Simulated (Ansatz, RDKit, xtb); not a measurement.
# C6H7N2O+: which of the isomers drawn lies lowest?

A sample of isomers of C6H7N2O+ (charge +1) is drawn. Aim: find which of them has the lowest free energy at 298.15 K, then its properties. The sample is small against all isomers, and the most stable one of this formula need not be in it.

The funnel: GFN2-xTB relaxations, single points with a density functional, relaxations at B3LYP/def2-SVP, harmonic vibrations (at GFN2-xTB), and a last energy at a higher level. All values are calculated.

## Step 1: Possible bonding patterns

Isomers were taken from a list of plausible structures; this is a sample, not all of them. That gives 5 candidates.

| label | SMILES | spin |
| --- | --- | --- |
| c103 | Cc1occ(C#N)[n+]1C | singlet |
| c149 | C=Cn1cc[n+](C=O)c1 | singlet |
| c680 | C#Cc1ncoc1C[NH3+] | singlet |
| c782 | CC[n+]1cocc1C#N | singlet |
| c917 | C[C@H](C#N)[n+]1ccoc1 | singlet |

Candidates are built by distance geometry, with a force field where one applies, in up to four conformers (letters a to d).

Q: Predict the outcome of this search (final energies at CCSD(T)/def2-SVP + MP2/def2-TZVPP - MP2/def2-SVP).

| quantity | value |
| --- | --- |
| lowest structure found | C=Cn1cc[n+](C=O)c1, singlet |
| next finalist | Cc1occ(C#N)[n+]1C, singlet, 4.6 kcal/mol higher in G |
| share at equilibrium, among the finalists | 100.0 % |

The search ends on `C=Cn1cc[n+](C=O)c1`. The margin of 4.6 kcal/mol over the next finalist is beyond the usual error of the last level; it says nothing of structures that weren't ranked. GFN2-xTB, r2SCAN-D4/def2-SVP, B3LYP/def2-SVP, HF/def2-SVP and MP2/def2-SVP already put its bonding pattern lowest among the structures in one piece; HF/STO-3G favours the singlet Cc1occ(C#N)[n+]1C. 2 minima inside the window were never screened. The search is not exhaustive (a finite list of starts, one conformer a finalist), so a lower isomer can't be ruled out. Only 5 drawn patterns were tried, so whole families of isomers are missing, and the result ranks this sample alone.
